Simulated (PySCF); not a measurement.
# C₂H₁₁NSi₂: electronic excitations

Wanted: the electronic excitations of C₂H₁₁NSi₂ (`CC[SiH2][SiH2]N`), by calculation.

The runs use PySCF 2.14.0, with density-fitted response routines of our own; the level of theory stands in each step. All values are computed, except where a source is named. Atoms are numbered from 0 throughout.

## (1) The molecule as given

16 atoms, charge 0, multiplicity 1; geometry from: GFN2-xTB.

Bonds of the start (Å): C0–C1 1.52, C1–Si2 1.91, Si2–Si3 2.31, Si3–N4 1.73, C0–H5 1.09, C0–H6 1.09, C0–H7 1.09, C1–H8 1.09, C1–H9 1.09, Si2–H10 1.47, Si2–H11 1.47, Si3–H12 1.47, Si3–H13 1.48, N4–H14 1.01, N4–H15 1.01.

## (2) Ultraviolet spectrum: CAM-B3LYP/def2-SVPD

The job: settings as JSON, then the geometry in Å.

```
{"job": {"kind": "uv", "xc": "CAM-B3LYP", "basis": "def2-SVPD", "nstates": 8, "ntriplets": 3}, "charge": 0, "multiplicity": 1}
C     -1.883364     0.637354     0.042273
C     -1.383344    -0.384895     1.055266
Si     0.060822    -1.432248     0.376722
Si     1.802667    -0.140992    -0.411683
N      1.794843     1.344007     0.475011
H     -1.083710     1.322104    -0.232825
H     -2.232805     0.140712    -0.860834
H     -2.709052     1.221116     0.448481
H     -1.069192     0.138556     1.960648
H     -2.210188    -1.034507     1.348902
H      0.449622    -2.351259     1.461913
H     -0.487850    -2.292148    -0.684493
H      1.684925     0.314862    -1.802654
H      3.094039    -0.857987    -0.343123
H      1.722138     1.315398     1.479531
H      2.442849     2.068871     0.210419
```

With the program's defaults for keys left out, this is: TDDFT CAM-B3LYP/def2-SVPD, vertical, gas phase, core orbitals frozen in the response.

The run is started by

```
$ OMP_NUM_THREADS=1 python probes_run.py task.json out
```

This one command runs all jobs of the session in turn.

Predict these results of the whole session: lowest singlet (CAM-B3LYP/def2-SVPD); brightest single state of those computed; lowest triplet.

The runs gave:

| quantity | value |
| --- | --- |
| lowest singlet (CAM-B3LYP/def2-SVPD) | 5.86 eV (212 nm), f = 0.004 |
| brightest single state of those computed | state 8, 7.82 eV, f = 0.048 |
| lowest triplet | 5.49 eV |

What this shows: The lowest singlet, at 5.86 eV, is HOMO→LUMO 0.94 and is weak; of the 8 states computed, the strongest absorption comes from states 4 to 5 together at 7.49 eV (the last state computed is bright too, and its partners may lie past the list). The lowest triplet lies 0.36 eV below the lowest singlet (triplets in Tamm-Dancoff, singlets in full TDDFT).
